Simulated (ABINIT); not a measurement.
Runs of ABINIT 10.8.3 (patched build) on Ta4O. It takes space group P4/mmm (No. 123, tetragonal). Conventional cell: a = 3.257 Å, b = 3.257 Å, c = 7.409 Å, α = 90.00°, β = 90.00°, γ = 90.00°. Ta (site symmetry 4/mmm) is surrounded by 8 Ta at 2.81 Å. Ta (site symmetry 4mm) has 1 O at 2.10 Å as nearest neighbours. Ta (site symmetry 4/mmm) is surrounded by 4 O at 2.30 Å. O (site symmetry 4/mmm) is surrounded by 6 Ta at 2.10 to 2.30 Å. The cell comes from a database or a generator and needn't be the stable form of this composition.

```tsv
task	level	potentials or basis	cell	k mesh	cutoff (eV)	cell freedom (optcell)	cutoff smearing ecutsm (Ha)	optimiser (ionmov)	force stop (Ha/bohr)	fine-grid cutoff	mesh quality	gap on the mesh (eV)	pressure (GPa)	relaxed volume (Å³/atom)
relaxation of cell and atoms	PBEsol	PseudoDojo NC SR PBEsol v0.4.1 standard	relaxed	5 × 5 × 2	1143	2	0.5	22	0.0001	-	coarse	none	0.0	15.18
single point	PBEsol	PseudoDojo NC SR PBEsol v0.4.1 standard	as given	8 × 8 × 4	1143	-	-	-	-	-	not flagged	none	(a)	-
relaxation of cell and atoms	LDA	JTH PAW LDA v2.0	relaxed	7 × 7 × 3	626	2	0.5	22	0.0001	1224.51 eV	not flagged	none	0.0	14.75
band structure	TB-mBJ	JTH PAW LDA v2.0	as given	5 × 5 × 2	762	-	-	-	-	1360.57 eV	coarse	none	-	-
```

Alike in all rows: no spin polarisation; smearing fermi-dirac 0.05 eV.

Task: Estimate the missing entries.

Result: (a) -8.2.

Caveats: some runs use coarse meshes; the constant c of TB-mBJ comes from the pseudo density here, which moves gaps by up to 0.3 eV between sets of potentials (some runs); the PAW data sets were made with another functional, which shifts forces and pressure a little (some runs).

A k mesh can miss the band edges, and the runs leave out spin-orbit coupling on Ta.

A gap of «none» marks a metal or a gap under the smearing width.

Not every run made on this cell is shown here.
